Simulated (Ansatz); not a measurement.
CsPbI2Br, space group P4/mmm, a Berry-phase polarisation

With Ansatz 0.2.0, Python API.

Contents of `cspbi2br.extxyz`:
```text
5
Lattice="6.375296 0.0 0.0 0.0 6.375296 0.0 0.0 0.0 5.96222" Properties=species:S:1:pos:R:3 pbc="T T T"
Cs    3.18764800    3.18764800    2.98111000
Pb    0.00000000    0.00000000    0.00000000
I     0.00000000    3.18764800    0.00000000
I     3.18764800    0.00000000    0.00000000
Br    0.00000000    0.00000000    2.98111000
```

Interactive session:
```pycon
>>> from dataclasses import dataclass
>>> import warnings
>>> import ansatz as az
>>> import numpy as np
>>> @dataclass
... class RunConfig:
...     kmesh: tuple[int, ...] = (4, 4, 4)
...     occupations: str = "fixed"
...
>>> settings = RunConfig()
>>> warnings.simplefilter("ignore", az.DeckWarning)
>>> system = az.Crystal.from_extxyz("cspbi2br.extxyz")
>>> system.resolved().tree()["lattice"]
((6.375296, 0.0, 0.0), (0.0, 6.375296, 0.0), (0.0, 0.0, 5.96222))
>>> def berry(structure):
...     return (
...         structure.calculation()
...         .basis(17 * az.Ha)
...         .functional(az.Functional.LDA)
...         .kpoints(mesh=settings.kmesh)  # sampling of the Brillouin zone
...         .occupations(settings.occupations)  # whole-number filling, right only where there is a gap
...         .polarization()
...         .run()
...         .polarization()
...     )
...
>>> vectors = np.array(system.lattice.vectors)
>>> shifted = system.move(0, to=np.array(system.sites[0].position) + 0.02 * np.linalg.inv(vectors)[0])
>>> before, after = berry(system), berry(shifted)
>>> for label, p in (("as typed", before), ("shifted", after)):
...     print(label, "reduced polarisation:", [round(axis.reduced, 4) for axis in p.axes], "modulo", p.modulus)
...
as typed reduced polarisation: [14.0, 14.0, 8.0] modulo 1
shifted reduced polarisation: [14.0042, 14.0, 8.0] modulo 1
>>> # take the change on the nearest branch, then turn it into a dipole per cell
>>> change = np.array([b.reduced - a.reduced for a, b in zip(before.axes, after.axes)])
>>> change -= before.modulus * np.round(change / before.modulus)
>>> dipole = change @ vectors
>>> print("dipole change (e A):", np.round(dipole, 4) + 0.0)
dipole change (e A): [0.0268 0.     0.    ]
>>> print("column of the Born charge of", system.sites[0].symbol, "for a shift along x:", np.round(dipole / 0.02, 2) + 0.0)
column of the Born charge of Cs for a shift along x: [1.34 0.   0.  ]
```

Notes:
- Spin-orbit coupling, which matters for elements this heavy, is left out.
- The structure comes from a database of computed cells and needn't be a stable or known phase.
- Polarisation is defined up to a quantum, so only the change along a continuous path has meaning.
- Finished in 73 s on 1 thread of Arm Neoverse V2, with other jobs on the host, peak memory 0.68 GiB.
